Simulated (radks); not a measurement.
# Taking charge from the 5s level of Sn in fractions

One table from this session's results is given with a row withheld; the runs are named, their logs left out.

Method: scalar-relativistic Kohn-Sham, PBE, spin-polarised, spherical densities, finite nucleus; open shells are filled with parallel spins first. Code: radks (a radial shooting solver on a logarithmic mesh, Libxc functionals) version 1.

## The atom as given

| Property | Result |
| --- | --- |
| element | tin (Z = 50) |
| charge | 0 |
| electrons | 50 |
| configuration | [Kr] 4d10 5s(up 1, down 1) 5p2 |
| nuclear rms radius | 4.6519 fm |

A shell typed twice in an input gives spin up, then spin down.

The first run:

Input:

```text
Z 50
configuration [Kr] 4d10 5s1 5s1 5p2
relativity scalar-relativistic
functional pbe,pbe
spin polarised
nucleus finite rms 4.6519 fm
c 137.035999084
```

Among the steps run: Start: [Kr] 4d10 5s(up 1, down 1) 5p2.

One of the session's tables, all rows but one given; the rest of the session is left out.

It belongs to the step «Start: [Kr] 4d10 5s(up 1, down 1) 5p2». Sizes of the orbitals, from the radial functions (bohr):

```
  level     <r>  outermost maximum (interpolated)  90 % within  nodes
  4p up  0.8861                             0.788         1.30      2
4p down  0.8856                             0.788         1.30      2
  4d up   1.103                             0.887         1.72      1
4d down       ?                                 ?            ?      ?
  5s up   2.407                              2.03         3.57      4
5s down   2.385                              2.00         3.55      4
  5p up   3.205                              2.57         4.91      3
5p down   3.268                              2.55         5.07      3
```

Estimate the missing values for 4d down.

The run gave: <r>: 1.096; outermost maximum (interpolated): 0.887; 90 % within: 1.70; nodes: 1. In the column «<r>» it lies between 4p up (0.8861) and 4d up (1.103).
